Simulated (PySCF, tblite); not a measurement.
# C₅H₈F₅Si+: geometry, infrared bands and NMR shifts

What infrared bands and NMR shifts should C₅H₈F₅Si+ (`C[Si+](C)CC(F)(F)C(F)(F)F`) show?

Computed with tblite 0.8.0 and PySCF 2.14.0, with density-fitted response routines of our own, on a single molecule in the gas phase. Atoms count from 0, in the outputs and in this text.

### 1 The molecule as given

19 atoms, charge 1, multiplicity 1; geometry from: force field or distance geometry start.

Bonds of the start (Å): C0–Si1 1.89, Si1–C2 1.87, Si1–C3 1.88, C3–C4 1.48, C4–F5 1.39, C4–F6 1.37, C4–C7 1.53, C7–F8 1.41, C7–F9 1.38, C7–F10 1.37, C0–H11 1.14, C0–H12 1.11, C0–H13 1.10, C2–H14 1.09, C2–H15 1.14, C2–H16 1.12, C3–H17 1.14, C3–H18 1.10.

### 2 Relaxing the molecule with GFN2-xTB

What the job is given:

```
{"job": {"kind": "relax", "xc": "GFN2-xTB", "basis": "xTB"}, "charge": 1, "multiplicity": 1}
C     -2.272500    -1.311500     0.224100
Si    -0.881600    -0.119000    -0.227600
C     -1.490500     1.365200    -1.189500
C      0.468600     0.090200     1.059000
C      1.769200     0.565100     0.522300
F      2.640600     0.660600     1.599000
F      1.728600     1.783800    -0.110900
C      2.367200    -0.520200    -0.374100
F      2.543600    -1.649200     0.444700
F      1.526500    -0.856700    -1.412200
F      3.588600    -0.181900    -0.897800
H     -3.086100    -0.701500     0.734600
H     -1.948100    -2.067500     0.964600
H     -2.636800    -1.710000    -0.730200
H     -0.706200     2.061000    -1.475600
H     -2.260900     1.837900    -0.489100
H     -2.075200     0.941700    -2.047800
H      0.568000    -0.945800     1.530400
H      0.147400     0.767000     1.868700
```

The run is started by

```bash
OMP_NUM_THREADS=1 python probes_run.py task.json out
```

This one command runs all jobs of the session in turn.

**Question.** This job is followed by: GFN2-xTB harmonic vibrations, gas phase; GIAO PBE0/pcSseg-1 NMR shielding, non-relativistic, gas phase. What will the session give for the following? strongest single infrared mode (GFN2-xTB); zero-point energy (GFN2-xTB); 13C shifts against TMS (PBE0/pcSseg-1, means over atoms taken as alike); 1H shifts against TMS (PBE0/pcSseg-1, means over atoms taken as alike); 29Si shifts against TMS (PBE0/pcSseg-1); 19F shifts against CFCl3 (PBE0/pcSseg-1, means over atoms taken as alike).

The runs gave:

| quantity | value |
| --- | --- |
| strongest single infrared mode (GFN2-xTB) | 1026 cm⁻¹, 334 km/mol |
| zero-point energy (GFN2-xTB) | 77.7 kcal/mol |
| 13C shifts against TMS (PBE0/pcSseg-1, means over atoms taken as alike) | 128.8, 121.8, 38.9, 17.7 ppm |
| 1H shifts against TMS (PBE0/pcSseg-1, means over atoms taken as alike) | 3.22, 2.55 ppm |
| 29Si shifts against TMS (PBE0/pcSseg-1) | 356.4 ppm |
| 19F shifts against CFCl3 (PBE0/pcSseg-1, means over atoms taken as alike) | -94.9, -114.1 ppm |

Over 109 steps the energy fell by 1.044 eV; of the close pairs, C7–F8 changed most, 1.406 to 1.335 Å. The lowest mode is slightly imaginary (18i cm⁻¹), a soft motion within the noise of the Hessian, so the minimum is not strictly shown. The strongest single mode, at 1026 cm⁻¹, moves mainly C7. Unscaled tight-binding wavenumbers are off by several per cent, some by more. Its intensities can rank the bands wrongly. At PBE0/pcSseg-1: Shielding is most anisotropic at Si1 (span 492 ppm, paramagnetic term -890 ppm). By nearest atom (PBE0/pcSseg-1), the HOMO sits on F5 21 %; C3 17 % and the LUMO on Si1 62 %; F9 6 %.
